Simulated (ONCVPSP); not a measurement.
# Nitrogen: generating and testing an ONCV potential

Task: generate the file, and judge it by its errors in other configurations, its logarithmic derivatives, its ghosts and its cutoff.

Program: ONCVPSP 4.0.1.1 (patched build). Reference atom: PBE, scalar-relativistic, spherical and spin-unpolarised. All values are calculated.

## Step 1: The atom and the settings

The settings as typed:

```json
{
  "element": "nitrogen (N, Z = 7)",
  "type": "optimised norm-conserving Vanderbilt (ONCV)",
  "frozen core": "[He]",
  "valence charge": "5",
  "reference configuration": "2s2 2p2 (charge +1)",
  "partial waves": "2s: rc 0.95 bohr, ncon 5, nbas 10, qcut 7.8 1/bohr, 2 projectors, debl 2.4 Ha; 2p: rc 2.45 bohr, ncon 5, nbas 8, qcut 6.2 1/bohr, 1 projector; d scattering state at 0.19 Ha: rc 2.45 bohr, ncon 4, nbas 8, qcut 3.5 1/bohr, 3 projectors, debl 3.9 Ha",
  "local potential": "polynomial inside 0.75 bohr (lpopt 5, dvloc0 2 Ha)",
  "core correction": "polynomial model core, fcfact 0.45"
}
```

The outer shells as boxes (Hund's rule for the drawing; the calculation is spin-unpolarised):

```
[He] core
2s [↑↓]
2p [↑ ][↑ ][  ]
```

The nodes and maxima of the atom's own shells, from an earlier all-electron run, set the scale for the radii.

All-electron outer shells of the reference configuration (PBE, scalar-relativistic, ld1.x):

| shell | level (eV) | outermost node (bohr) | outermost maximum (bohr) |
| --- | --- | --- | --- |
| 1s | -401.68 | – | 0.15 |
| 2s | -32.46 | 0.32 | 0.99 |
| 2p | -20.69 | – | 0.92 |

## Step 2: Generating the potential

N.dat

```
# ATOM AND REFERENCE CONFIGURATION
# atsym  z   nc   nv     iexc    psfile
  N 7.00    1    2        4      upf
#
#   n    l    f
    1    0    2.00
    2    0    2.00
    2    1    2.00
#
# PSEUDOPOTENTIAL AND OPTIMIZATION
# lmax
    2
#
#   l,   rc,      ep,       ncon, nbas, qcut
    0    0.95    0.00    5   10    7.80
    1    2.45    0.00    5    8    6.20
    2    2.45    0.19    4    8    3.50
#
# LOCAL POTENTIAL
# lloc, lpopt,  rc(5),   dvloc0
    4    5    0.75    2.00
#
# VANDERBILT-KLEINMAN-BYLANDER PROJECTORs
# l, nproj, debl
    0    2    2.40
    1    1    1.20
    2    3    3.90
#
# MODEL CORE CHARGE
# icmod, fcfact, rcfact
    1    0.45    0.00
#
# LOG DERIVATIVE ANALYSIS
# epsh1, epsh2, depsh
   -3.00    5.00    0.02
#
# OUTPUT GRID
# rlmax, drl
    6.00    0.01
#
# TEST CONFIGURATIONS
# ncnf
    4
# nvcnf
#   n    l    f
    2
    2    0    2.00
    2    1    3.00
#
    2
    2    0    2.00
    2    1    1.00
#
    2
    2    0    2.00
    2    1    0.00
#
    2
    2    0    0.00
    2    1    5.00
#
```

Run with:

```console
$ oncvpsp.x < N.dat > N.out
```

**Question.** What will these runs give? Wanted: cutoffs for 1 and 0.1 mHa per electron, occupied waves; bound ghosts; GHOST(+) flags; largest test error; largest phase difference near zero energy, channels read; rms error of d²Exc/dn², without and with the model core.

**Answer**, as computed:

| quantity | value |
| --- | --- |
| cutoffs for 1 and 0.1 mHa per electron, occupied waves | 29 Ha and 107 Ha |
| bound ghosts | none found |
| GHOST(+) flags | none at low energy |
| largest test error (AE − PS) | +1820 meV, for 2s2 2p0 |
| largest phase difference near zero energy, channels read | 0.258 rad |
| rms error of d²Exc/dn², without and with the model core | 1.87 and 1.86 mHa |

**Reading.** The worst unpolarised test, 2s2 2p0, is off by 1820 meV on 75.9 eV; by total energies transferability rates as poor. That test lies far up in energy; among those under 40 eV, nearer to bonding, the largest error is 351 meV. The potential is of middling hardness: the looser tolerance needs 29 Ha. The tighter tolerance needs 107 Ha, and converged work needs a cutoff nearer that. At the looser tolerance the 2s wave is the slowest; 2p needs 14 Ha. The program's ghost test flags no bound state. Of the channels read, p scatters worst near zero energy, by up to 0.26 rad. All of this concerns the isolated atom, not yet a solid.
